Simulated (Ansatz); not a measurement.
## 2 structures of LaC2: a ranking of polymorphs by energy, step by step

Computed with Ansatz 0.2.0, Python API.

Notebook, run cell by cell (the value of a cell's last expression is shown):

**Cell 1**
```python
import ansatz as az
import numpy as np
import spglib


def ground_state(name, crystal):
    calc = crystal.calculation()
    calc = calc.scf(tolerance=1e-08)
    calc = calc.functional('LDA')
    calc = calc.basis(19 * az.Ha)
    calc = calc.kpoints(spacing=0.3).occupations('fermi_dirac', width=0.05)
    calc = calc.stress()
    calc = calc.band_table()
    return calc.run(threads=1)
```

**Cell 2**
```python
def volume_per_atom(outcome):
    return abs(np.linalg.det(outcome.lattice.cell_ang)) / len(outcome.lattice.sites)
```

**Cell 3**
```python
def pressure_gpa(outcome):
    return float(np.trace(outcome.report['stress_gpa']) / 3)
```

**Cell 4**
```python
def space_group(outcome):
    sites = outcome.report['lattice']['sites']
    kinds = sorted({site['symbol'] for site in sites})
    cell = (outcome.lattice.cell_ang, [site['position_frac'] for site in sites], [kinds.index(site['symbol']) for site in sites])
    return spglib.get_spacegroup(cell, symprec=0.01)
```

**Cell 5**
```python
phases = {}
immm = (
    az.Lattice.from_parameters(3.99821, 4.87009, 5.44113, alpha=90, beta=90, gamma=90)
    .space_group(71, hermann_mauguin='Immm')
    .atom('La', (0.0, 0.0, 0.0))
    .atom('C', (0.0, 0.13322, 0.5))
    .primitive()
)
phases['Immm'] = immm
i4_mmm = (
    az.Lattice.from_parameters(4.305342, 4.305342, 4.305342, alpha=125.62882, beta=125.62882, gamma=80.49906)
    .atom('La', (0.0, 0.0, 0.0))
    .atom('C', (0.403, 0.403, 0.0))
    .atom('C', (0.597, 0.597, 0.0))
)
phases['I4/mmm'] = i4_mmm

done = {}
for name, crystal in phases.items():
    done[name] = ground_state(name, crystal)
    print(f'{name}: {done[name].report["energy_sigma0_ev"]:.4f} eV, {len(done[name].lattice.sites)} atoms')
```
Output:
```text
DeckWarning: output.stress: scf.convergence.dr2_threshold = 1e-8 eV is looser than the 3e-10 eV advised for a printed stress (1e-10 eV for each atom of the cell: 3). What an SCF threshold leaves in a stress goes as its square root, and in the free energy as the threshold itself, and one threshold admits the most on a small cell: of the crystals measured, under no hybrid functional and no lock of [...]
Immm: -6562.1716 eV, 3 atoms
I4/mmm: -6562.3955 eV, 3 atoms
```

**Cell 6**
```python
energy = {name: o.report['energy_sigma0_ev'] / len(o.lattice.sites) for name, o in done.items()}
lowest = min(energy.values())
rows = [(name, len(o.lattice.sites), 1000 * (energy[name] - lowest), volume_per_atom(o), pressure_gpa(o), space_group(o)) for name, o in done.items()]
rows.sort(key=lambda row: row[2])
print('     phase       atoms  dE (meV/atom)  V (A^3/atom)     P (GPa)  space group')
for row in rows:
    print(f'{str(row[0]):>10}  {row[1]:10d}  {row[2]:13.1f}  {row[3]:12.3f}  {row[4]:10.2f}  {str(row[5]):>11}')
```
Output:
```text
     phase       atoms  dE (meV/atom)  V (A^3/atom)     P (GPa)  space group
    I4/mmm           3            0.0        16.952       -3.87  I4/mmm (139)
      Immm           3           74.6        17.658       -5.66    Immm (71)
```

By space group at the end of each run: I4/mmm (+0 meV an atom, 17.0 Å³) and Immm (+75 meV an atom, 17.7 Å³).

Total energies depend on the potentials; only differences at equal settings carry meaning. For the metals among these phases the mesh is modest: differences between phases can be off by up to 40 meV an atom. Pressure is positive in compression. The cells come from databases of deposited and of computed structures, and not all need be stable phases. Warnings are shown shortened and without file and line. The ranking holds among these structures alone, at zero temperature; the ground state may be another structure. Differences under about 40 meV an atom lie within the error of mesh and functional. Finished in 11 s on 1 thread of Arm Neoverse V1, on a shared host, peak memory 0.44 GiB.
